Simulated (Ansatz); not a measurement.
# NbTe8Mo3: the cost of one run

Computed with Ansatz 0.2.0 (DFT PBE, scalar-relativistic, plane waves, PAW, unless a step's input says otherwise).

1 further run of the same task is left out (it didn't finish).

## 1. The structure to begin with

Symmetry: P-3m1, No. 164, trigonal system. The conventional cell has a = 3.735 Å, b = 3.735 Å, c = 28.702 Å, α = 90.00°, β = 90.00°, γ = 120.00°. Nb (site symmetry -3m) is surrounded by 6 Te at 2.82 Å. Around Te (site symmetry 3m) lie 3 Mo at 2.82 Å. Te (site symmetry 3m) has 3 Nb at 2.82 Å in its first shell of neighbours. Mo (site symmetry -3m) is surrounded by 6 Te at 2.82 Å. Mo (site symmetry 3m) has 6 Te at 2.82 Å in its first shell of neighbours.

Coordinates:

```
Nb Te Mo
1.0
     3.73463    0.00000    0.00000
    -1.86732    3.23429    0.00000
     0.00000    0.00000   28.70197
Nb Te Mo
1 8 3
Direct
  0.00000 0.00000 0.50000
  0.66667 0.33333 0.18641
  0.66667 0.33333 0.43641
  0.66667 0.33333 0.68641
  0.66667 0.33333 0.93641
  0.33333 0.66667 0.06359
  0.33333 0.66667 0.31359
  0.33333 0.66667 0.56359
  0.33333 0.66667 0.81359
  0.00000 0.00000 0.00000
  0.00000 0.00000 0.25000
  0.00000 0.00000 0.75000
```

The start is an ordering of an alloy on its end members' structure types: elements ordered on the sites of the NbTe2 type, Nb/Mo on Nb (P-3m1, No. 164).

## 2. A first look at the guess

input.yaml reads:

```yaml
crystal:
  lattice:
    - [3.73463389, 0.0, 0.0]
    - [-1.86731694, 3.23428782, 0.0]
    - [0.0, 0.0, 28.70196587]
  atoms:
    - { symbol: Nb, position: [0.0, 0.0, 0.5] }
    - { symbol: Te, position: [0.66666667, 0.33333333, 0.18640806] }
    - { symbol: Te, position: [0.66666667, 0.33333333, 0.43640806] }
    - { symbol: Te, position: [0.66666667, 0.33333333, 0.68640806] }
    - { symbol: Te, position: [0.66666667, 0.33333333, 0.93640806] }
    - { symbol: Te, position: [0.33333333, 0.66666667, 0.06359194] }
    - { symbol: Te, position: [0.33333333, 0.66666667, 0.31359194] }
    - { symbol: Te, position: [0.33333333, 0.66666667, 0.56359194] }
    - { symbol: Te, position: [0.33333333, 0.66666667, 0.81359194] }
    - { symbol: Mo, position: [0.0, 0.0, 0.0] }
    - { symbol: Mo, position: [0.0, 0.0, 0.25] }
    - { symbol: Mo, position: [0.0, 0.0, 0.75] }
basis:
  ecutwfc: 420
kpoints:
  mp_grid: { grid: [6, 6, 1] }
hamiltonian:
  xc: pbe
scf:
  occupations: { method: gaussian, width: 0.1 }
  lower_state_search: "off"
output:
  forces: true
  stress: true
  eigenvalues: true
```

Command:

```bash
ansatz run input.yaml --threads 4 --pin off --max-ram 8192MiB --backend cpu --events-out ev --progress --plain --runs-dir out
```

Q: Estimate wall time and peak memory on 4 threads of Intel Xeon Platinum 8259CL at 2.50GHz (Skylake/Cascade Lake), shared host.

About 4 s, with a peak of 1.2 GiB.
